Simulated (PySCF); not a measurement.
# C2H6Cl2Si2: the cost of one run

The runs use PySCF 2.14.0, with density-fitted response routines of our own; the level of theory stands in each step. All values are computed, except where a source is named. Atoms are numbered from 0 throughout.

### 1 Starting geometry

12 atoms, charge 0, multiplicity 1; geometry from: PBE0-D3(BJ)/def2-SVP.

Bonds of the start (Å): Si0–Si1 2.35, Si1–C2 1.88, C2–C3 1.34, C3–Cl4 1.73, C3–Cl5 1.72, Si0–H6 1.50, Si0–H7 1.49, Si0–H8 1.49, Si1–H9 1.49, Si1–H10 1.50, C2–H11 1.09.

### 2 Core holes by ΔSCF: SCAN, X2C

Job settings and geometry (Å):

```
{"job": {"kind": "xps"}, "charge": 0, "multiplicity": 1}
Si    -1.880918     0.108866     0.683894
Si    -0.045587     1.119083    -0.389171
C      1.215635    -0.169426    -0.916881
C      1.749028    -1.070768    -0.088327
Cl     1.332515    -1.137297     1.591432
Cl     2.895411    -2.263690    -0.564324
H     -3.135713     0.846029     0.334701
H     -1.720980     0.128608     2.168578
H     -2.013717    -1.305151     0.217238
H     -0.493466     1.821041    -1.630713
H      0.591479     2.126425     0.515655
H      1.546736    -0.219873    -1.958805
```

With the program's defaults for keys left out, this is: delta-SCF UKS SCAN, pcX-2 on the ionised atom, pcseg-1 elsewhere, spin-free X2C.

Run with:

```console
$ OMP_NUM_THREADS=1 python probes_run.py task.json out
```

The driver reads the jobs from task.json and runs them one after another.

Q: Estimate the wall time and peak memory of this first job on 1 thread of Arm Neoverse V1, shared host.

About 76 s, with a peak of 0.61 GiB.
